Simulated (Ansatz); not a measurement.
# GaH2O−: single points off equilibrium

The task here is to estimate one member of a computed series from the others.

The runs use Ansatz 0.2.0, Gaussian basis; single points in def2-TZVPPD.

Correlated methods freeze the cores. Filled d shells of the heavier atoms are correlated. B3LYP uses VWN-RPA correlation.

## Where the work starts

SMILES `[O-][GaH2]`, 4 atoms, charge -1, spin multiplicity 1.

Atoms are counted from 1 here; the program's logs count them from 0.

Bond lengths: O1–Ga2 1.860 Å, Ga2–H4 1.448 Å. Angles: O1–Ga2–H4 134.8°.

Geometry (Å):

```
O    -1.0448   -0.6772    1.4441
Ga    0.0270    0.0731    0.1224
H    -0.4885   -0.0573   -1.6959
H     1.4261    0.4329    0.0246
```

The first run:

Input file run/in.yaml:

```yaml
crystal:
  periodic: [false, false, false]
  atoms:
    - {symbol: O, position_ang: [-1.044800, -0.677200, 1.444100]}
    - {symbol: Ga, position_ang: [0.027000, 0.073100, 0.122400]}
    - {symbol: H, position_ang: [-0.488500, -0.057300, -1.695900]}
    - {symbol: H, position_ang: [1.426100, 0.432900, 0.024600]}
basis:
  gaussian: {orbitals: "def2-TZVPPD.json"}
total_charge: -1
correlation: {method: ccsd_t}
output: {forces: true}
```

The basis file named in the input lies beside it (Basis Set Exchange, JSON).

No record of the launch command was kept for these runs.

Among the steps run: CCSD(T)/def2-TZVPPD; PBE0-D4/def2-TZVPPD; wB97M-V/def2-TZVPPD; r2SCAN-D4/def2-TZVPPD; PBE-D4/def2-TZVPPD; B97M-V/def2-TZVPPD; B3LYP-D4/def2-TZVPPD.

One of the session's tables, all rows but one given; the rest of the session is left out.

| method | RMS force component (eV/Å) | angle to CCSD(T) forces (°) |
| --- | --- | --- |
| CCSD(T) | 1.900 | reference |
| PBE0-D4 | ? | ? |
| wB97M-V | 2.039 | 4.0 |
| r2SCAN-D4 | 1.964 | 3.3 |
| PBE-D4 | 1.827 | 3.5 |
| B97M-V | 2.011 | 4.5 |
| B3LYP-D4 | 1.929 | 3.5 |

Estimate the missing values for PBE0-D4.

The run gave: RMS force component (eV/Å): 2.040; angle to CCSD(T) forces (°): 4.2. In the column «RMS force component (eV/Å)» it is the highest.
